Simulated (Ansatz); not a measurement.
# SiW (zincblende type): the cost of one run

Computed with Ansatz 0.2.0 (DFT, PBE, PAW with Ansatz's default frozen-core files, scalar-relativistic, unless a step's input says otherwise).

1 further run of the same task is left out (it didn't finish). Runs told in other sessions of the task aren't counted.

## Step 1: The structure to begin with

Symmetry: F-43m, No. 216, cubic system. Conventional cell: a = 5.859 Å, b = 5.859 Å, c = 5.859 Å, α = 90.00°, β = 90.00°, γ = 90.00°. W (site symmetry -43m) is surrounded by 4 Si at 2.54 Å. Around Si (site symmetry -43m) lie 4 W at 2.54 Å.

Coordinates:

```
CELL_PARAMETERS angstrom
0.00000 2.92940 2.92940
2.92940 0.00000 2.92940
2.92940 2.92940 0.00000
ATOMIC_POSITIONS crystal
W 0.00000 0.00000 0.00000
Si 0.25000 0.25000 0.25000
```

Whether this phase is the stable one at these pressures isn't tested.

Atoms are numbered in the order of the input: W1, Si2.

## Step 2: Cell relaxed at zero pressure, PAW

File input.yaml:

```yaml
crystal:
  lattice:
    - [0.0, 2.9294002053, 2.9294002053]
    - [2.9294002053, 0.0, 2.9294002053]
    - [2.9294002053, 2.9294002053, 0.0]
  atoms:
    - { symbol: W, position: [0.0, 0.0, 0.0] }
    - { symbol: Si, position: [0.25, 0.25, 0.25] }
kpoints:
  mp_grid: { grid: [11, 11, 11] }
scf:
  occupations: { method: fermi_dirac, width: 0.08 }
hamiltonian:
  xc: pbe
  pseudopotentials: { kind: paw }
output:
  forces: true
  stress: true
  write_density: true
  write_potential: true
  elf: true
  volumetric_format: npy
relax:
  f_tol: 0.005
  max_steps: 40
  cell: {}
```

Started as:

```console
ansatz run input.yaml --threads 1 --pin off --max-ram 2048MiB --backend cpu --events-out ev --progress --plain --runs-dir out
```

What time and memory should one allow on 1 thread of Arm Neoverse V1, shared host?

About 16 s, with a peak of 0.35 GiB.
